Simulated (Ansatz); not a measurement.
# CH8Ge: the cost of one run

Method: RHF/def2-SVP, in Ansatz 0.2.0.

1 further run of the same task is left out (it didn't finish).

## (1) Starting point

Bond lengths: Ge1–C2 2.310 Å, C2–H3 1.110 Å, C2–H4 1.110 Å, C2–H5 1.110 Å, Ge1–H6 1.550 Å, Ge1–H7 1.549 Å, Ge1–H8 1.549 Å. Angles: Ge1–C2–H3 109.5°, Ge1–C2–H4 109.5°, Ge1–C2–H5 109.5°, H3–C2–H4 109.4°, H3–C2–H5 109.4°, H4–C2–H5 109.4°, C2–Ge1–H6 109.5°, C2–Ge1–H7 109.5°, C2–Ge1–H8 109.5°, H6–Ge1–H7 109.5°, H6–Ge1–H8 109.5°, H7–Ge1–H8 109.5°.

Coordinates:

```xyz
10

Ge    0.0000    0.0000    0.0000
C     0.0000    0.0000    2.3100
H    -0.9996   -0.3092    2.6805
H     0.7676   -0.7111    2.6805
H     0.2320    1.0203    2.6805
H     1.4616    0.0000   -0.5162
H    -0.7300    1.2648   -0.5162
H    -0.7300   -1.2648   -0.5162
H     0.6884   -1.6150    0.5833
H     0.5495   -1.2893    1.5621
```

## (2) A restrained relaxation towards end A

Springs on the bonds that form and break draw the guess towards this end; the thresholds are loose.

Contents of input.yaml:

```yaml
crystal:
  periodic: [false, false, false]
  atoms:
    - { symbol: Ge, position_ang: [0.0, 0.0, 0.0] }
    - { symbol: C, position_ang: [0.0, 0.0, 2.31] }
    - { symbol: H, position_ang: [-0.9996, -0.3092, 2.6805] }
    - { symbol: H, position_ang: [0.7676, -0.7111, 2.6805] }
    - { symbol: H, position_ang: [0.232, 1.0203, 2.6805] }
    - { symbol: H, position_ang: [1.4616, 0.0, -0.5162] }
    - { symbol: H, position_ang: [-0.73, 1.2648, -0.5162] }
    - { symbol: H, position_ang: [-0.73, -1.2648, -0.5162] }
    - { symbol: H, position_ang: [0.6884, -1.615, 0.5833] }
    - { symbol: H, position_ang: [0.5495, -1.2893, 1.5621] }
basis:
  gaussian: { orbitals: def2-SVP }
hamiltonian:
  xc: hf
relax:
  f_tol: 0.15
  max_steps: 25
  restrain:
    - { distance: [0, 8], at: 2.75, k: 30.0 }
    - { distance: [9, 1], at: 2.31, k: 30.0 }
    - { distance: [0, 1], at: 1.96, k: 30.0 }
    - { distance: [9, 8], at: 0.66, k: 30.0 }
output:
  orbitals: {}
```

Command:

```bash
$ ansatz run input.yaml --threads 1 --pin off --max-ram 2048MiB --backend cpu --events-out ev --progress --plain --runs-dir out
```

Q: Estimate wall time and peak memory on 1 thread of Arm Neoverse N1, shared host.

About 26 s, with a peak of 0.16 GiB.
